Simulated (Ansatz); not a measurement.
Task: a rigid torsion scan of CH7GeN, SMILES N[CH2][GeH3], with Ansatz 0.2.0 through its Python package. Give the script and its output. Level of theory (for the species named): PBE0, def2-SVP basis, multiplicity 1, D3BJ dispersion.

```xyz
10

N    -1.3607    0.3189   -0.4697
C     0.0154    0.6212   -0.3608
Ge    0.8010   -0.7001    0.7973
H    -1.4568   -0.5170   -1.0184
H    -1.8184    1.1152   -1.0898
H     0.5055    0.5978   -1.3601
H     0.2057    1.6335    0.0840
H     0.6680   -2.0980    0.2020
H     0.1713   -0.6156    2.2510
H     2.3521   -0.4071    0.9674
```

The script, `run_torsion.py`:
```python
'''Rigid torsion scan of CH7GeN.'''

from dataclasses import dataclass

import ansatz as az
from ase import Atoms


@dataclass
class Options:
    basis_set: str = 'def2-SVP'
    functional: str = 'pbe0'
    vdw: str = 'd3bj'
    force_tol: float = 0.02


settings = Options()


def main() -> None:
    atoms = Atoms(['N', 'C', 'Ge', 'H', 'H', 'H', 'H', 'H', 'H', 'H'], positions=[
        (-1.3607, 0.3189, -0.4697),
        (0.0154, 0.6212, -0.3608),
        (0.801, -0.7001, 0.7973),
        (-1.4568, -0.517, -1.0184),
        (-1.8184, 1.1152, -1.0898),
        (0.5055, 0.5978, -1.3601),
        (0.2057, 1.6335, 0.084),
        (0.668, -2.098, 0.202),
        (0.1713, -0.6156, 2.251),
        (2.3521, -0.4071, 0.9674),
    ])

    # relax first, so that the scan starts from a minimum
    first = (
        az.Crystal.molecule_from_ase(atoms).calculation()
        .basis(gaussian=settings.basis_set)
        .functional(settings.functional, dispersion=settings.vdw)
        .relax(force_tolerance=settings.force_tol, max_steps=80)
    )
    atoms.positions = first.run(threads=1).report['positions_ang']

    start = atoms.get_dihedral(2, 1, 0, 3)
    energies = {}
    for turn in range(0, 360, 30):
        turned = atoms.copy()
        turned.set_dihedral(2, 1, 0, 3, start + turn, indices=[0, 3, 4])
        model = (
            az.Crystal.molecule_from_ase(turned).calculation()
            .basis(gaussian=settings.basis_set)
            .functional(settings.functional, dispersion=settings.vdw)
        )
        energies[round((start + turn) % 360)] = model.run(threads=1).report['free_energy_ev']
    floor = min(energies.values())
    print('dihedral Ge2-C1-N0-H3 (deg)   E - E(min) (kJ/mol)')
    for angle, e in sorted(energies.items()):
        print(f'{angle:8d} {96.485332 * (e - floor):14.3f}  ' + '#' * int(30 * (e - floor) / max(max(energies.values()) - floor, 1e-9)))


if __name__ == '__main__':
    main()
```

`python run_torsion.py` gives:
```text
dihedral Ge2-C1-N0-H3 (deg)   E - E(min) (kJ/mol)
      23         14.284  ########################
      53          6.885  ###########
      83          8.840  ###############
     113         16.326  ############################
     143         15.403  ##########################
     173          9.942  #################
     203         11.277  ###################
     233         12.596  #####################
     263          5.667  #########
     293          0.000
     323          6.747  ###########
     353         17.233  ##############################
```

Reading the output:
- These settings explore the input space; basis and method may be short of convergence.
- The scan is rigid and the energies are electronic, in a modest basis. With rigid groups the curve can differ much from the relaxed path, the start wasn't checked as a minimum of this torsion, and equivalent turns needn't return to the same energy.
- Wall time of the script: 58 s on 1 thread of Arm Neoverse V2 (shared host), peak memory 0.27 GiB.
